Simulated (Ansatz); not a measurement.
CaB2:

```xyz
3
Lattice="3.2264 0.0000 0.0000 -1.6132 2.7942 0.0000 0.0000 0.0000 4.0674" Properties=species:S:1:pos:R:3 pbc="T T T"
Ca    0.0000    0.0000    0.0000
B     1.6132    0.9314    2.0337
B     0.0000    1.8628    2.0337
```

The cell comes from a database or a generator and needn't be the stable form of this composition.

Base run:

| Property | Result |
| --- | --- |
| Program | Ansatz 0.2.0 |
| Functional | BLYP |
| Potentials or basis | Ansatz PAW |
| Cutoff | 420 eV (not typed: the program's choice for these potentials) |
| k mesh | 9 × 9 × 7 |
| Occupations | fermi-dirac, width 0.05 eV |
| Spin | no spin polarisation |

Its results: band gap on the k mesh none (metal or under the smearing width); pressure 2.3 GPa.

Task: The run is repeated on the same cell with these changes: functional from BLYP to PBE. What comes out?

Result: Band gap on the k mesh none (metal or under the smearing width); pressure -0.4 GPa.

PBE binds more tightly than BLYP, so the same cell stands under less pressure.

Caveats: the PAW data sets come from PBE, with cores solved anew for the run's functional, which leaves a small shift of forces and pressure (some runs).
